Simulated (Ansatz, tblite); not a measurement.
# Ga(AsH3)H3 (GaAsH₆): a ladder of methods and basis sets

One table from this session's results is given with a row withheld; the runs are named, their logs left out.

The runs use Ansatz 0.2.0, Gaussian basis; as each input shows.

The runs, in order: GFN1-xTB, GFN2-xTB, PBE-D4/def2-TZVP, r2SCAN-D4/def2-TZVP, r2SCAN0-D4/def2-TZVP, revPBE-D4/def2-TZVP, BHLYP-D4/def2-TZVP, HF/def2-TZVP, B3LYP-D4/def2-TZVP, LC-ωPBE/def2-TZVP, CAM-B3LYP-D4/def2-TZVP, PBE-D4/def2-SVP, PBE0-D4/def2-SVP, HF/STO-3G, PBE0-D4/def2-TZVPD, PBE-D4/def2-TZVPD, r2SCAN-D4/def2-TZVPD, CCSD(T)/def2-TZVPP, MP2/def2-TZVP, RPA/def2-TZVP.

### The geometry

The geometry is that of the singlet, from an earlier relaxation (B3LYP-D4/def2-TZVP).

8 atoms, charge 0, spin multiplicity 1.

Bond lengths: Ga1–As2 2.706 Å, Ga1–H6 1.575 Å, Ga1–H7 1.575 Å, Ga1–H8 1.575 Å, As2–H3 1.513 Å, As2–H4 1.513 Å, As2–H5 1.513 Å. Angles: As2–Ga1–H6 95.5°, As2–Ga1–H7 95.7°, As2–Ga1–H8 95.3°, H6–Ga1–H7 119.1°, H6–Ga1–H8 119.1°, H7–Ga1–H8 119.1°, Ga1–As2–H3 120.9°, Ga1–As2–H4 120.2°, Ga1–As2–H5 120.6°, H3–As2–H4 96.5°, H3–As2–H5 96.5°, H4–As2–H5 96.4°.

PBE0-D4/def2-TZVP was run before; its log isn't repeated, and its numbers join the tables.

Set-up of the first run:

Tight binding, by tblite at 300 K electronic temperature and without a spin-polarisation term:

```python
tblite.interface.Calculator('GFN1-xTB', numbers, positions, charge=0, uhf=0).singlepoint()
```

Tight binding, by tblite at 300 K electronic temperature and without a spin-polarisation term:

```python
tblite.interface.Calculator('GFN2-xTB', numbers, positions, charge=0, uhf=0).singlepoint()
```

start.molden holds the orbitals of an earlier run on this state, given as this run's starting guess.

The input, in.yaml:

```yaml
crystal:
  periodic: [false, false, false]
  atoms:
    - {symbol: Ga, position_ang: [-0.004572, 0.011263, -1.584887]}
    - {symbol: As, position_ang: [0.002884, -0.003850, 1.121165]}
    - {symbol: H, position_ang: [0.770544, 1.041309, 1.901008]}
    - {symbol: H, position_ang: [0.536479, -1.203310, 1.873480]}
    - {symbol: H, position_ang: [-1.290611, 0.121291, 1.896279]}
    - {symbol: H, position_ang: [1.562446, -0.017217, -1.739428]}
    - {symbol: H, position_ang: [-0.764428, 1.382647, -1.731787]}
    - {symbol: H, position_ang: [-0.812731, -1.332143, -1.735821]}
basis:
  gaussian: {orbitals: def2-TZVP, initial_orbitals: start.molden}
hamiltonian: {xc: pbe, dispersion: d4}
scf: {omitted_lower_state_checks: [starts]}
output: {orbitals: {seedname: orbitals}}
```

Started as:

```console
ansatz run in.yaml --threads 4 --pin off --events-out ev --progress --plain --max-ram 3916MiB
```

Among the steps run: PBE-D4/def2-TZVP; r2SCAN-D4/def2-TZVP; r2SCAN0-D4/def2-TZVP; revPBE-D4/def2-TZVP; BHLYP-D4/def2-TZVP; HF/def2-TZVP; B3LYP-D4/def2-TZVP; LC-ωPBE/def2-TZVP; CAM-B3LYP-D4/def2-TZVP; PBE-D4/def2-SVP; PBE0-D4/def2-SVP; HF/STO-3G; PBE0-D4/def2-TZVPD; PBE-D4/def2-TZVPD; r2SCAN-D4/def2-TZVPD; CCSD(T)/def2-TZVPP; MP2/def2-TZVP; RPA/def2-TZVP.

One of the session's tables, all rows but one given; the rest of the session is left out.

It belongs to the step «Levels side by side». 

```
                 level  HOMO (eV)  LUMO (eV)  gap (eV)
             HF/STO-3G      -5.58       8.50     14.08
          HF/def2-TZVP     -11.00       2.47     13.47
       PBE-D4/def2-SVP      -6.66      -1.06      5.60
      PBE-D4/def2-TZVP      -6.74      -1.23      5.51
     PBE-D4/def2-TZVPD      -6.75      -1.41      5.34
   revPBE-D4/def2-TZVP      -6.71      -1.13      5.58
   r2SCAN-D4/def2-TZVP      -7.05      -0.81      6.24
  r2SCAN-D4/def2-TZVPD      -7.04      -0.90      6.14
    B3LYP-D4/def2-TZVP      -7.79      -0.69      7.10
      PBE0-D4/def2-SVP      -7.90      -0.22      7.68
     PBE0-D4/def2-TZVP      -7.96      -0.41      7.56
    PBE0-D4/def2-TZVPD      -7.96      -0.65      7.30
  r2SCAN0-D4/def2-TZVP      -8.17      -0.15      8.02
    BHLYP-D4/def2-TZVP          ?          ?         ?
CAM-B3LYP-D4/def2-TZVP      -9.36       0.46      9.82
     LC-ωPBE/def2-TZVP     -10.73       1.64     12.37
```

**Question.** Estimate the row for BHLYP-D4/def2-TZVP.

As computed: HOMO (eV): -9.14; LUMO (eV): 0.36; gap (eV): 9.50. In the column «HOMO (eV)» it lies between CAM-B3LYP-D4/def2-TZVP (-9.36) and r2SCAN0-D4/def2-TZVP (-8.17).
